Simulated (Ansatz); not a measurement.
**InNH4 (SMILES [NH2][InH2]) at 6 levels**

Aim: a comparison of 6 runs (BHLYP/def2-SVP, SVWN5/def2-SVP, r2SCAN/def2-SVP, wB97X/def2-SVP, RPA@PBE/def2-SVP, CCSD(T)/def2-SVP) of InNH4. 

The calculation is run with Ansatz 0.2.0.

47 further runs of the same task are left out: 47 set aside as unsound or not needed.

**1. The molecule**

InNH4 has 6 atoms, charge 0, and is taken as a singlet. As SMILES, `[NH2][InH2]`. One bond was lengthened or shortened from a relaxed shape.

Bond lengths: N1–In2 2.007 Å, N1–H3 1.006 Å, N1–H4 1.157 Å, In2–H5 1.712 Å, In2–H6 1.712 Å. Angles: N1–In2–H5 115.0°, N1–In2–H6 115.0°, In2–N1–H3 124.3°, In2–N1–H4 124.3°, H5–In2–H6 130.0°, H3–N1–H4 111.3°.

**2. A single-point energy at BHLYP/def2-SVP (core potential) (run 1)**

Contents of molecule.yaml:

```yaml
crystal:
  periodic: [false, false, false]
  atoms:
    - symbol: N
      position_ang: [-0.152810, -0.964988, 0.136476]
    - symbol: In
      position_ang: [0.034690, 1.031412, 0.051576]
    - symbol: H
      position_ang: [-0.658610, -1.457388, 0.853276]
    - symbol: H
      position_ang: [0.311900, -1.697300, -0.629300]
    - symbol: H
      position_ang: [0.951890, 1.616012, -1.270824]
    - symbol: H
      position_ang: [-0.748010, 1.885812, 1.311976]
basis:
  gaussian: {orbitals: def2-SVP}
output: {orbitals: {seedname: orbitals}}
total_charge: 0
hamiltonian: {xc: {name: BHLYP}}
accuracy: high
```

The run is started by

```sh
$ ansatz run molecule.yaml --threads 1 --pin off --max-ram 3480MiB --events-out events.jsonl --progress --plain --runs-dir runs
```

What it wrote:

```text
Warning: RAYON_NUM_THREADS=1 ignored (pool sized by the plan → 1); use --threads N
Functional definition: BHLYP
  name "BHLYP"
  parameter a = 0.5
  exchange = (1 - a)*b88_x + a*exact_x
  correlation = lyp_c
1460 factors; integrals over basis functions are off by at most 3.3e-9 eV
mean field evaluation 1: about -6718.6433 eV, gradient 4.7e1 eV
mean field evaluation 2: about -6708.4593 eV, gradient 7.6e1 eV
mean field evaluation 4: about -6723.4994 eV, gradient 4.4e-1 eV
mean field evaluation 8: about -6723.5055 eV, gradient 3.7e-2 eV
mean field evaluation 16: about -6723.5055 eV, gradient 1.7e-6 eV
mean field -6723.50554968 eV, -247.0842715949 hartree, gradient 6.3e-8 eV, S^2 0.000000; 0 other end points of the search recorded, 0 dependent functions left out
reference -6723.50557537 eV, -247.0842725391 hartree; 16, 16 occupied and 44, 44 virtual orbitals, 1460 factors
Total energy: -6723.50557537 eV, -247.0842725391 hartree
```

Run time: 5.7 s. Hardware: 1 thread of Arm Neoverse N1, shared host; peak memory 0.17 GiB.

**3. A single-point energy at SVWN5/def2-SVP (core potential) (run 2)**

Contents of job.yaml:

```yaml
crystal:
  periodic: [false, false, false]
  atoms:
    - symbol: "N"
      position_ang: [-0.152810, -0.964988, 0.136476]
    - symbol: In
      position_ang: [0.034690, 1.031412, 0.051576]
    - symbol: H
      position_ang: [-0.658610, -1.457388, 0.853276]
    - symbol: H
      position_ang: [0.311900, -1.697300, -0.629300]
    - symbol: H
      position_ang: [0.951890, 1.616012, -1.270824]
    - symbol: H
      position_ang: [-0.748010, 1.885812, 1.311976]
basis:
  gaussian:
    orbitals: def2-SVP
accuracy: high
output: {orbitals: {seedname: orbitals}}
hamiltonian:
  xc: {name: SVWN5}
```

The run is started by

```sh
$ ansatz run job.yaml --threads 1 --pin off --max-ram 3480MiB --events-out events.jsonl --progress --plain --runs-dir runs
```

What it wrote:

```text
Warning: RAYON_NUM_THREADS=1 ignored (pool sized by the plan → 1); use --threads N
Functional definition: SVWN5
  name "SVWN5"
  exchange = slater_x
  correlation = vwn5_c
1460 factors; integrals over basis functions are off by at most 3.3e-9 eV
mean field evaluation 1: about -6695.3253 eV, gradient 6.7e1 eV
mean field evaluation 2: about -6627.0117 eV, gradient 1.4e2 eV
mean field evaluation 4: about -6704.9851 eV, gradient 7.2e0 eV
mean field evaluation 8: about -6705.1697 eV, gradient 1.5e-1 eV
mean field evaluation 16: about -6705.1697 eV, gradient 2.5e-6 eV
mean field -6705.16973570 eV, -246.4104428597 hartree, gradient 8.1e-8 eV, S^2 0.000000; 0 other end points of the search recorded, 0 dependent functions left out
reference -6705.16973953 eV, -246.4104430003 hartree; 16, 16 occupied and 44, 44 virtual orbitals, 1460 factors
Total energy: -6705.16973953 eV, -246.4104430003 hartree
```

Run time: 3.9 s. Hardware: 1 thread of Arm Neoverse N1, shared host; peak memory 0.15 GiB.

Runs 3 to 4 aren't shown in full; the table further down has their settings and results.

**4. A single-point energy at RPA@PBE/def2-SVP (core potential) (run 5)**

Contents of molecule.yaml:

```yaml
crystal:
  periodic: [false, false, false]
  atoms:
    - {symbol: "N", position_ang: [-0.152810, -0.964988, 0.136476]}
    - {symbol: In, position_ang: [0.034690, 1.031412, 0.051576]}
    - {symbol: H, position_ang: [-0.658610, -1.457388, 0.853276]}
    - {symbol: H, position_ang: [0.311900, -1.697300, -0.629300]}
    - {symbol: H, position_ang: [0.951890, 1.616012, -1.270824]}
    - {symbol: H, position_ang: [-0.748010, 1.885812, 1.311976]}
basis:
  gaussian:
    orbitals: def2-SVP
hamiltonian:
  xc: {name: PBE}
correlation:
  method: rpa
  frozen_orbitals: {H: 0, In: 4, "N": 1}
accuracy: high
```

The run is started by

```sh
$ ansatz run molecule.yaml --threads 1 --pin off --max-ram 3480MiB --events-out events.jsonl --progress --plain --runs-dir runs
```

What it wrote, shortened:

```text
Warning: RAYON_NUM_THREADS=1 ignored (pool sized by the plan → 1); use --threads N
Functional definition: PBE
  name "PBE"
[...]
1460 factors; integrals over basis functions are off by at most 3.3e-9 eV
[...]
mean field -6724.76543978 eV, -247.1305717023 hartree, gradient 9.6e-8 eV, S^2 0.000000; 2 other end points of the search recorded, 0 dependent functions left out
5 core orbitals not correlated: weight in the atoms' cores, before any rotation towards them, 1.000 or more for the frozen orbitals, at most 0.000 for the correlated occupied ones
reference -6690.29194003 eV, -245.8636939535 hartree; 11, 11 occupied and 44, 44 virtual orbitals, 1460 factors
Total energy: -6703.46578344 eV, -246.3478237690 hartree
```

Wall time 11 s (1 thread of Arm Neoverse N1, shared host); peak memory 0.24 GiB.

**5. A single-point energy at CCSD(T)/def2-SVP (core potential) (run 6)**

Contents of run.yaml:

```yaml
basis:
  gaussian:
    orbitals: def2-SVP
crystal:
  periodic: [false, false, false]
  atoms:
    - {symbol: "N", position_ang: [-0.152810, -0.964988, 0.136476]}
    - {symbol: In, position_ang: [0.034690, 1.031412, 0.051576]}
    - {symbol: H, position_ang: [-0.658610, -1.457388, 0.853276]}
    - {symbol: H, position_ang: [0.311900, -1.697300, -0.629300]}
    - {symbol: H, position_ang: [0.951890, 1.616012, -1.270824]}
    - {symbol: H, position_ang: [-0.748010, 1.885812, 1.311976]}
correlation:
  method: ccsd_t
  frozen_orbitals: {H: 0, In: 4, "N": 1}
accuracy: high
scf:
  omitted_lower_state_checks: [cluster_reference, increment]
```

The run is started by

```sh
$ ansatz run run.yaml --threads 1 --pin off --max-ram 3480MiB --events-out events.jsonl --progress --plain --runs-dir runs
```

What it wrote, shortened:

```text
Warning: RAYON_NUM_THREADS=1 ignored (pool sized by the plan → 1); use --threads N
Functional definition: HF
  name "HF"
[...]
1460 factors; integrals over basis functions are off by at most 3.3e-9 eV
[...]
mean field -6691.17673805 eV, -245.8962096807 hartree, gradient 1.2e-8 eV, S^2 0.000000; 0 other end points of the search recorded, 0 dependent functions left out
5 core orbitals not correlated: weight in the atoms' cores, before any rotation towards them, 1.000 or more for the frozen orbitals, at most 0.000 for the correlated occupied ones
reference -6691.17673805 eV, -245.8962096807 hartree; 11, 11 occupied and 44, 44 virtual orbitals, 1460 factors
second order -7.54774387 eV of doubles, -0.00000000 eV of singles
cycle   1  -7.92345486 eV  change   -3.8e-1 eV  update   8.7e-2
[...]
cycle  20  -8.29033098 eV  change  -4.1e-10 eV  update  7.2e-10
perturbative correction -0.23735237 eV, -0.0087225388 hartree
Total energy: -6699.70442139 eV, -246.2095962634 hartree
Checks for a lower state left out: cluster_reference, increment
```

It took 9.3 s on 1 thread of Arm Neoverse N1, shared host; peak memory 0.25 GiB.

**6. Overview of the runs**

| run | level | frozen core orbitals | energy (Eh) | HOMO energy (eV) | LUMO energy (eV) | HOMO–LUMO gap (eV) | wall time |
| --- | --- | --- | --- | --- | --- | --- | --- |
| 1 | BHLYP/def2-SVP (core potential) | – | -247.084273 | -7.94 | -0.28 | 7.67 | 5.7 s |
| 2 | SVWN5/def2-SVP (core potential) | – | -246.410443 | -5.62 | -1.82 | 3.79 | 3.9 s |
| 3 | r2SCAN/def2-SVP (core potential) | – | -247.239459 | -5.66 | -1.35 | 4.31 | 11 s |
| 4 | wB97X/def2-SVP (core potential) | – | -247.226657 | -9.13 | 0.86 | 9.99 | 24 s |
| 5 | RPA@PBE/def2-SVP (core potential) | 5 | -246.347824 | – | – | – | 11 s |
| 6 | CCSD(T)/def2-SVP (core potential) | 5 | -246.209596 | – | – | – | 9.3 s |

**7. What came out**

```
                                          quantity          value
                               run 6: total energy  -246.20960 Eh
run 6: correlation energy (5 core orbitals frozen)     -313.4 mEh
                             run 6: (T) correction      -8.72 mEh
                              run 6: T1 diagnostic          0.016
```

Over runs 1, 2, 3, 4 the HOMO–LUMO gap runs from 3.79 eV (SVWN5/def2-SVP) to 9.99 eV (wB97X/def2-SVP). Totals of different functionals can't be ranked against each other. All runs together took 65 s, the longest 24 s.
